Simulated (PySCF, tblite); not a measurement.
# C₆H₁₆OSSi: geometry, infrared bands and NMR shifts

Wanted: the infrared bands and NMR shifts of C₆H₁₆OSSi (`CC(C)(C)[C@H](S)C[SiH2]O`), by calculation.

The runs use tblite 0.8.0 and PySCF 2.14.0, with density-fitted response routines of our own; the level of theory stands in each step. All values are computed, except where a source is named. Atoms count from 0, in the outputs and in this text.

**1. The molecule as given**

25 atoms, charge 0, multiplicity 1; geometry from: force field or distance geometry start.

Bonds of the start (Å): C0–C1 1.53, C1–C2 1.55, C1–C3 1.55, C1–C4 1.59, C4–S5 1.85, C4–C6 1.55, C6–Si7 1.89, Si7–O8 1.65, C0–H9 1.11, C0–H10 1.09, C0–H11 1.09, C2–H12 1.08, C2–H13 1.09, C2–H14 1.11, C3–H15 1.09, C3–H16 1.09, C3–H17 1.11, C4–H18 1.09, S5–H19 1.33, C6–H20 1.09, C6–H21 1.09, Si7–H22 1.47, Si7–H23 1.49, O8–H24 0.98.

**2. Geometry optimisation with GFN2-xTB**

What the job is given:

```
{"job": {"kind": "relax", "xc": "GFN2-xTB", "basis": "xTB"}, "charge": 0, "multiplicity": 1}
C     -1.188200     0.692400    -1.477300
C     -1.165500     0.202600    -0.027900
C     -1.730300    -1.240500     0.016000
C     -2.119600     1.083600     0.812800
C      0.292100     0.196600     0.596600
S      0.957900     1.900900     0.862200
C      1.325700    -0.609800    -0.233100
Si     2.887900    -1.165100     0.681000
O      3.897600     0.089800     1.047700
H     -2.222300     0.660800    -1.869800
H     -0.855300     1.728200    -1.566700
H     -0.580400     0.071400    -2.129500
H     -1.222300    -1.908600    -0.663500
H     -1.675500    -1.665300     1.017000
H     -2.797800    -1.235300    -0.284100
H     -1.883400     2.142900     0.756100
H     -3.154700     0.966800     0.486200
H     -2.087100     0.788300     1.879700
H      0.218300    -0.233100     1.600900
H      1.020700     2.269400    -0.418600
H      0.867300    -1.539500    -0.570300
H      1.618900    -0.066200    -1.133600
H      3.626300    -2.126200    -0.157700
H      2.487200    -1.850700     1.935900
H      3.471400     0.870400     1.461600
```

Launch:

```bash
$ OMP_NUM_THREADS=1 python probes_run.py task.json out
```

The driver reads the jobs from task.json and runs them one after another.

**Question.** This job is followed by: GFN2-xTB harmonic vibrations, gas phase; GIAO PBE0/pcSseg-1 NMR shielding, non-relativistic, gas phase. What will the session give for the following? strongest single infrared mode (GFN2-xTB); zero-point energy (GFN2-xTB); ¹³C shifts against TMS (PBE0/pcSseg-1, means over atoms taken as alike); ¹H shifts against TMS (PBE0/pcSseg-1, means over atoms taken as alike); ³³S shifts against CS2 (PBE0/pcSseg-1); ²⁹Si shifts against TMS (PBE0/pcSseg-1); ¹⁷O shifts against H2O (PBE0/pcSseg-1).

As calculated:

```
                                                               quantity                                               value
                              strongest single infrared mode (GFN2-xTB)                                833 cm⁻¹, 462 km/mol
                                           zero-point energy (GFN2-xTB)                                      128.6 kcal/mol
¹³C shifts against TMS (PBE0/pcSseg-1, means over atoms taken as alike)                          58.1, 38.3, 28.2, 25.4 ppm
 ¹H shifts against TMS (PBE0/pcSseg-1, means over atoms taken as alike)  5.18, 4.97, 3.00, 2.47, 1.45, 1.08, 0.90, 0.81 ppm
                                 ³³S shifts against CS2 (PBE0/pcSseg-1)                                             -51 ppm
                                ²⁹Si shifts against TMS (PBE0/pcSseg-1)                                           -19.0 ppm
                                 ¹⁷O shifts against H2O (PBE0/pcSseg-1)                                            38.2 ppm
```

What this shows: The optimisation took 87 steps and gained 0.193 eV; among the close pairs (by a distance rule), C1–C4 changed most, from 1.586 to 1.547 Å. No mode is imaginary among the 69: a minimum at this level. The strongest single mode, at 833 cm⁻¹, moves mainly H24. GFN2-xTB is a fitted tight-binding method: band positions and strengths are rough. Its intensities can rank the bands wrongly. At PBE0/pcSseg-1: The widest tensor belongs to S5: span 360 ppm, with a paramagnetic part of -505 ppm.
